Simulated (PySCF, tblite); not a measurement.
# C6H11O radical: geometry, infrared bands and EPR parameters

Aim: predict the infrared bands and EPR parameters of C6H11O radical (`C=C[CH][C@@H](O)CC`).

Computed with tblite 0.8.0 and PySCF 2.14.0, with density-fitted response routines of our own, on a single molecule in the gas phase. Atoms are numbered from 0 throughout.

**1. Starting geometry**

18 atoms, charge 0, multiplicity 2; geometry from: force field or distance geometry start.

Bonds of the start (Å): C0–C1 1.32, C1–C2 1.47, C2–C3 1.48, C3–O4 1.39, C3–C5 1.50, C5–C6 1.52, C0–H7 1.09, C0–H8 1.09, C1–H9 1.08, C2–H10 1.09, C3–H11 1.11, O4–H12 1.01, C5–H13 1.09, C5–H14 1.11, C6–H15 1.12, C6–H16 1.11, C6–H17 1.10.

**2. Relaxing the molecule with GFN2-xTB**

What the job is given:

```
{"job": {"kind": "relax", "xc": "GFN2-xTB", "basis": "xTB"}, "charge": 0, "multiplicity": 2}
C     -3.081900     0.162700     0.461600
C     -1.866600    -0.002100    -0.023700
C     -0.929600    -1.069600     0.365300
C      0.473300    -0.885800    -0.083100
O      0.430700    -0.736500    -1.468800
C      1.037700     0.373200     0.513100
C      2.481200     0.607500     0.102700
H     -3.514900    -0.502300     1.211900
H     -3.716900     0.980800     0.132500
H     -1.539200     0.728700    -0.753500
H     -1.080800    -1.517600     1.346000
H      1.029100    -1.808200     0.176400
H      0.291300     0.252200    -1.638900
H      0.456900     1.222100     0.148100
H      0.987800     0.287500     1.615900
H      2.976600    -0.392800     0.080300
H      2.559500     1.120500    -0.873200
H      2.997200     1.186000     0.881400
```

Command:

```console
$ OMP_NUM_THREADS=1 python probes_run.py task.json out
```

This one command runs all jobs of the session in turn.

**Question.** This job is followed by: GFN2-xTB harmonic vibrations, gas phase; UKS B3LYP, pcH-1 on C H O, non-relativistic, mean-field spin-orbit, GIAO. What will the session give for the following? strongest single infrared mode (GFN2-xTB); zero-point energy (GFN2-xTB); g(iso) (B3LYP); ⟨S²⟩; largest a(iso) (averaged by class); surface potential, 1st and 99th percentile.

As calculated:

| quantity | value |
| --- | --- |
| strongest single infrared mode (GFN2-xTB) | 340 cm⁻¹, 104 km/mol |
| zero-point energy (GFN2-xTB) | 95.8 kcal/mol |
| g(iso) (B3LYP) | 2.00256 |
| ⟨S²⟩ | 0.775 (exact 0.75) |
| largest a(iso) (averaged by class) | 1H on H11, 71.6 MHz |
| surface potential, 1st and 99th percentile | -1.52 V and 1.86 V |

In words: Over 155 steps the energy fell by 0.780 eV; of the close pairs, C1–C2 changed most, 1.473 to 1.378 Å. All 48 modes are real, so the xTB geometry is a minimum. The strongest single mode, at 340 cm⁻¹, moves mainly H12. GFN2-xTB is a fitted tight-binding method: band positions and strengths are rough. Its intensities can rank the bands wrongly. The largest spin populations lie on C0 (0.68 e), C2 (0.65 e). The isotropic g lies 0.2 ppt above the free-electron value.
